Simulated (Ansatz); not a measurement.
# CuNi2: the cost of one run

Program: Ansatz 0.2.0. Level of theory: DFT PBE, scalar-relativistic, plane waves, PAW, unless a step names another level. These are calculated values, not measurements.

## 1. Starting point

It takes space group P-3m1 (No. 164, trigonal). The conventional cell has a = 2.503 Å, b = 2.503 Å, c = 12.411 Å, α = 90.00°, β = 90.00°, γ = 120.00°. Cu (site symmetry 3m) is surrounded by 9 Cu at 2.50 to 2.58 Å and 3 Ni at 2.55 Å. Around Ni (site symmetry 3m) lie 9 Ni at 2.49 to 2.50 Å and 3 Cu at 2.55 Å. Around Ni (site symmetry 3m) lie 12 Ni at 2.49 to 2.50 Å.

Coordinates:

```cif
data_structure
_symmetry_space_group_name_H-M 'P 1'
_symmetry_Int_Tables_number 1
_cell_length_a 2.5035
_cell_length_b 2.5035
_cell_length_c 12.4115
_cell_angle_alpha 90.000
_cell_angle_beta 90.000
_cell_angle_gamma 120.000
_cell_volume 67.37
loop_
_atom_site_label
_atom_site_type_symbol
_atom_site_fract_x
_atom_site_fract_y
_atom_site_fract_z
_atom_site_occupancy
Cu1 Cu 0.33333 0.66667 0.08600 1
Cu2 Cu 0.66667 0.33333 0.91400 1
Ni1 Ni 0.33333 0.66667 0.74522 1
Ni2 Ni 0.33333 0.66667 0.41819 1
Ni3 Ni 0.66667 0.33333 0.25478 1
Ni4 Ni 0.66667 0.33333 0.58181 1
```

The cell was relaxed beforehand at this level, from a generated guess; it needn't be the stable form of this composition. At a tolerance of 0.05 Å it has space group P-3m1 (No. 164); it has 11.23 Å³/atom, an uncorrected energy of +0.03 eV/atom over the elements.

## 2. Static run: bands, density of states and charges

input.yaml reads:

```yaml
crystal:
  lattice:
    - [2.5034555798, 0.0, 0.0]
    - [-1.2517277899, 2.1680561294, 0.0]
    - [0.0, 0.0, 12.4114990383]
  atoms:
    - { symbol: Cu, position: [0.3333333333, 0.6666666667, 0.0860032061] }
    - { symbol: Cu, position: [0.6666666667, 0.3333333333, 0.9139967939] }
    - { symbol: Ni, position: [0.3333333333, 0.6666666667, 0.7452171251], spin: 0.53 }
    - { symbol: Ni, position: [0.3333333333, 0.6666666667, 0.4181902465], spin: 0.73 }
    - { symbol: Ni, position: [0.6666666667, 0.3333333333, 0.2547828749], spin: 0.53 }
    - { symbol: Ni, position: [0.6666666667, 0.3333333333, 0.5818097535], spin: 0.73 }
basis:
  ecutwfc: 420
kpoints:
  mp_grid: { grid: [18, 18, 4] }
  band_path:
    path:
      - [[0.0, 0.0, 0.0], [0.5, 0.0, 0.0], [0.33333333, 0.33333333, 0.0], [0.0, 0.0, 0.0], [0.0, 0.0, 0.5], [0.5, 0.0, 0.5], [0.33333333, 0.33333333, 0.5], [0.0, 0.0, 0.5]]
      - [[0.5, 0.0, 0.5], [0.5, 0.0, 0.0]]
      - [[0.33333333, 0.33333333, 0.5], [0.33333333, 0.33333333, 0.0]]
    npoints: 14
hamiltonian:
  xc: pbe
scf:
  occupations: { method: gaussian, width: 0.1 }
  n_extra_bands: 15
output:
  forces: true
  stress: true
  eigenvalues: true
  populations: true
  dos: { projected: true, de: 0.02, nscf_kmesh: { grid: [22, 22, 5] } }
  bader: true
  write_density: true
  write_potential: true
  elf: true
  volumetric_format: npy
magnetization:
  spin_polarized: true
checkpoint:
  read: start.run
  write: ck
  compress: false
  write_wavefunctions: false
  write_every: 100000
```

On the command line:

```
$ ansatz run input.yaml --threads 1 --pin off --max-ram 2560MiB --backend cpu --events-out ev --progress --plain --runs-dir out
```

**Question.** How long does this run take on 1 thread of Intel Xeon at 2.50GHz (Skylake/Cascade Lake), shared host, and how much memory does it need?

About 8.5 min, with a peak of 1.1 GiB.
